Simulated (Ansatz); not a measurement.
Geometry optimisation, DFT PBE, scalar-relativistic, plane waves, PAW in Ansatz.

Input:

```yaml
crystal:
  lattice:
    - [6.32, 0.0, 0.0]
    - [0.0, 6.32, 0.0]
    - [0.0, 0.0, 6.32]
  atoms:
    - { symbol: W, position: [0.0, 0.0, 0.0] }
    - { symbol: W, position: [0.5, 0.0, 0.0] }
    - { symbol: W, position: [0.0, 0.5, 0.0] }
    - { symbol: W, position: [0.0, 0.0, 0.5] }
    - { symbol: W, position: [0.25, 0.25, 0.25] }
    - { symbol: W, position: [0.5, 0.5, 0.0] }
    - { symbol: W, position: [0.5, 0.0, 0.5] }
    - { symbol: W, position: [0.75, 0.25, 0.25] }
    - { symbol: W, position: [0.0, 0.5, 0.5] }
    - { symbol: W, position: [0.25, 0.75, 0.25] }
    - { symbol: W, position: [0.25, 0.25, 0.75] }
    - { symbol: W, position: [0.5, 0.5, 0.5] }
    - { symbol: W, position: [0.75, 0.75, 0.25] }
    - { symbol: W, position: [0.75, 0.25, 0.75] }
    - { symbol: W, position: [0.25, 0.75, 0.75] }
    - { symbol: W, position: [0.75, 0.75, 0.75] }
    - { symbol: B, position: [0.2584196, -0.0045974, 0.1218583] }
basis:
  ecutwfc: 420.0
kpoints:
  mp_grid: { grid: [2, 2, 2] }
hamiltonian:
  xc: pbe
  pseudopotentials: { kind: paw, azcp: { folder: soft_1 } }
scf:
  occupations: { method: fermi_dirac, width: 0.1 }
  lower_state_search: "off"
relax:
  f_tol: 0.08
  max_steps: 25
  adjacent_minimum: "off"
output:
  write_density: true
  write_potential: true
  elf: true
  volumetric_format: npy
```

Launched with:

```bash
$ ansatz run input.yaml --threads 2 --pin off --max-ram 5120MiB --backend cpu --events-out ev --progress --plain --runs-dir out
```

Problem. Where does it end, and by what steps?

Solution. The run converged. Limits of this set-up: coarse k mesh, odd electron count without spin, a small cell, in which the defect meets its images. After 7 steps the energy has fallen by 6.019 eV; B17 moved furthest, 0.73 Å. The start is strongly strained (largest force component 12 eV/Å).

```tsv
step	energy less start (eV)	largest force component (eV/Å)	accepted
0	0.0000	11.837	yes
1	-3.3597	2.297	yes
2	-4.4478	0.885	yes
3	-4.9044	2.399	yes
4	-5.5325	2.159	yes
5	-5.9194	0.675	yes
6	-6.0182	0.102	yes
7	-6.0186	0.046	yes
```

```xyz
17
Lattice="6.3200 0.0000 0.0000 0.0000 6.3200 0.0000 0.0000 0.0000 6.3200" Properties=species:S:1:pos:R:3
W -0.329 -0.002 0.045
W 3.495 -0.002 0.045
W -0.009 3.158 0.045
W -0.009 -0.002 3.205
W 1.583 1.563 1.610
W 3.176 3.158 0.045
W 3.175 -0.002 3.205
W 4.743 1.647 1.694
W 0.033 3.158 3.206
W 1.583 4.753 1.610
W 1.583 1.563 4.801
W 3.133 3.158 3.206
W 4.743 4.670 1.694
W 4.743 1.646 4.717
W 1.583 4.754 4.801
W 4.743 4.670 4.717
B 1.583 -0.002 0.045
```

Run time: 72 s on 2 threads of Arm Neoverse V2, on a shared host, peak memory 0.76 GiB.
